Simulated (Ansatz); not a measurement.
# B₂F₄: basis-set convergence

The task here is to estimate one member of a computed series from the others.

Program: Ansatz 0.2.0, Gaussian basis. Level of theory: one geometry, several basis sets. These are calculated values, not measurements.

The runs, in order: PBE0-D4/def2-SVP; ωB97M-V/def2-SVP; PBE0-D4/def2-QZVPP; ωB97M-V/def2-QZVPP; the functionals' def2-TZVPP values are taken from earlier runs.

### The relaxed structure

The geometry comes from an earlier relaxation with PBE0-D4 in a triple-zeta def2 set; it is a stationary point.

SMILES `FB(F)B(F)F`, 6 atoms, charge 0, spin multiplicity 1.

Atoms are counted from 1 here; the program's logs count them from 0.

Bond lengths: F1–B2 1.315 Å, B2–F3 1.315 Å, B2–B4 1.729 Å, B4–F5 1.315 Å, B4–F6 1.315 Å. Angles: F1–B2–F3 117.3°, F1–B2–B4 121.3°, F3–B2–B4 121.3°, B2–B4–F5 121.3°, B2–B4–F6 121.3°, F5–B4–F6 117.3°.

Set-up of the first run:

Contents of in.yaml:

```yaml
crystal:
  periodic: [false, false, false]
  atoms:
    - {symbol: F, position_ang: [0.765018, -0.675846, 1.618136]}
    - {symbol: B, position_ang: [0.289071, -0.713932, 0.392576]}
    - {symbol: F, position_ang: [0.270725, -1.882105, -0.211586]}
    - {symbol: B, position_ang: [-0.289083, 0.713934, -0.392576]}
    - {symbol: F, position_ang: [-0.767242, 0.675429, -1.617263]}
    - {symbol: F, position_ang: [-0.268490, 1.882530, 0.210693]}
basis:
  gaussian: {orbitals: def2-SVP}
hamiltonian: {xc: pbe0, dispersion: d4}
output: {orbitals: {seedname: orbitals}}
```

The run is started by

```sh
$ ansatz run in.yaml --threads 4 --pin off --events-out ev --progress --plain --max-ram 10444MiB
```

Among the steps run: PBE0-D4 in def2-SVP; ωB97M-V in def2-SVP; PBE0-D4 in def2-QZVPP; ωB97M-V in def2-QZVPP.

One of the session's tables, all rows but one given; the rest of the session is left out.

It belongs to the step «Functionals by basis». 

```
functional       basis  HOMO (eV)  LUMO (eV)
   PBE0-D4    def2-SVP      -9.90      -2.11
   PBE0-D4  def2-TZVPP     -10.07      -2.32
   PBE0-D4  def2-QZVPP     -10.10      -2.36
   ωB97M-V    def2-SVP     -12.19       0.11
   ωB97M-V  def2-TZVPP     -12.39      -0.17
   ωB97M-V  def2-QZVPP          ?          ?
```

**Question.** Estimate the row for ωB97M-V, def2-QZVPP.

The run gave: HOMO (eV): -12.42; LUMO (eV): -0.24. In the column «HOMO (eV)» it is the lowest.
